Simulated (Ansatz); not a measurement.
Crystal: TaAs.

```
CELL_PARAMETERS angstrom
-1.72181 1.72181 5.86794
1.72181 -1.72181 5.86794
1.72181 1.72181 -5.86794
ATOMIC_POSITIONS crystal
Ta 0.49997 0.49997 0.00000
Ta 0.24997 0.74997 0.50000
As 0.08263 0.08263 0.00000
As 0.83263 0.33263 0.50000
```

The cell is a database's computed one.

Base run:

```yaml
Program: Ansatz 0.2.0
Functional: PBE
Potentials_or_basis: all-electron LAPW, scalar-relativistic
Cutoff: 272 eV
Density_cutoff: 1088 eV
Basis_error_allowed: 0.002 eV/atom
k_mesh: 11 × 11 × 11
Occupations: fermi-dirac, width 0.05 eV
Spin: no spin polarisation
```

Its results: pressure 2.2 GPa; largest force 0.025 eV/Å.

Problem. After a change of settings the same cell gave: pressure -7.5 GPa; largest force 0.017 eV/Å. Which change was it?
A. functional from PBE to PBEsol; k mesh from 11 × 11 × 11 to 8 × 8 × 8
B. functional from PBE to LDA
C. functional from PBE to PBEsol; potentials or basis from all-electron LAPW, scalar-relativistic to all-electron LAPW, non-relativistic
D. functional from PBE to PBEsol; potentials or basis from all-electron LAPW, scalar-relativistic to all-electron PAW datasets made for the crystal

Solution. B.

LDA binds more tightly than PBE, so the same cell stands under less pressure.

Not every run made on this cell is shown here.
